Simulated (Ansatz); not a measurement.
# GePH2+ (triplet): wave-function methods side by side, cc-pVTZ

One table from this session's results is given with a row withheld; the runs are named, their logs left out.

Program: Ansatz 0.2.0, Gaussian basis. Level of theory: cc-pVTZ, core rule «outside noble gas», up to 19 orbitals frozen. These are calculated values, not measurements.

The runs, in order: UHF; CCSD(T) on ROHF; CCSD(T) on UHF; BCCD(T) on ROHF; CCSDT(Q) on ROHF; CCSDT(Q) on UHF; CASSCF and MRCISD+Q, 10 electrons in 10 orbitals; CASSCF and NEVPT2, 10 electrons in 10 orbitals.

5 further runs of the same task are left out: 5 set aside as unsound or not needed.

### What is computed

The geometry is a PBE0/def2-TZVP stationary point (not a proven minimum) of the parent state, kept for this charge and spin. No spin-orbit coupling is included. The filled d shell of Ge may be among the frozen orbitals whatever the setting's name suggests; the logs give the count.

4 atoms, charge 1, spin multiplicity 3.

Atoms are counted from 1 here; the program's logs count them from 0.

Bond lengths: Ge1–P2 2.136 Å, Ge1–H3 1.563 Å, P2–H4 1.422 Å. Angles: P2–Ge1–H3 116.8°, Ge1–P2–H4 95.7°.

The first run:

File in.yaml:

```yaml
crystal:
  periodic: [false, false, false]
  atoms:
    - {symbol: Ge, position_ang: [0.000000, -0.056222, 0.638924]}
    - {symbol: P, position_ang: [0.000000, 0.131641, -1.488929]}
    - {symbol: H, position_ang: [0.000000, 1.272055, 1.463066]}
    - {symbol: H, position_ang: [0.000000, -1.265559, -1.754446]}
basis:
  gaussian: {orbitals: cc-pVTZ}
total_charge: 1
magnetization: {spin_polarized: true, initial_magnetization: 2}
hamiltonian: {xc: hf}
output: {orbitals: {seedname: orbitals}}
```

Started as:

```
$ ansatz run in.yaml --threads 1 --pin off --events-out ev --progress --plain --max-ram 2816MiB --backend cpu
```

Among the steps run: UHF; CCSD(T) on ROHF; CCSD(T) on UHF; BCCD(T) on ROHF; CCSDT(Q) on ROHF; CCSDT(Q) on UHF; CASSCF and MRCISD+Q, 10 electrons in 10 orbitals; CASSCF and NEVPT2, 10 electrons in 10 orbitals.

One of the session's tables, all rows but one given; the rest of the session is left out.

```
          method  from UCCSDT(Q) (kJ/mol)
            ROHF                   +653.7
             UHF                   +637.3
            RMP2                   +125.4
            UMP2                   +127.9
           RCCSD                        ?
           UCCSD                    +32.9
        RCCSD(T)                     +6.4
        UCCSD(T)                     +5.9
         BCCD(T)                     +6.3
          RCCSDT                     +2.2
          UCCSDT                     +1.6
       RCCSDT(Q)                     +0.7
       UCCSDT(Q)                        0
  CASSCF valence                   +461.9
  NEVPT2 valence                   +112.2
  MRCISD valence                    +41.4
MRCISD+Q valence                     +6.8
```

**Question.** Estimate the row for RCCSD.

As computed: from UCCSDT(Q) (kJ/mol): +34.1. In the column «from UCCSDT(Q) (kJ/mol)» it lies between UCCSD (+32.9) and MRCISD valence (+41.4).

Among the levels timed on like hardware and quicker than the yardstick, those that no quicker one beats, quickest first: BCCD(T) (4 s, +6.3 kJ/mol); UCCSD(T) (6 s, +5.9 kJ/mol); RCCSDT(Q) (18 s, +0.7 kJ/mol).

To keep in mind: Of the multireference levels listed MRCISD+Q valence comes nearest in total energy (+6.8 kJ/mol), which doesn't show that its space is the better one. Restricted and unrestricted rows rest on different reference determinants; where their highest levels disagree by more than a few hundredths of an eV, they describe different states and don't form one ladder.
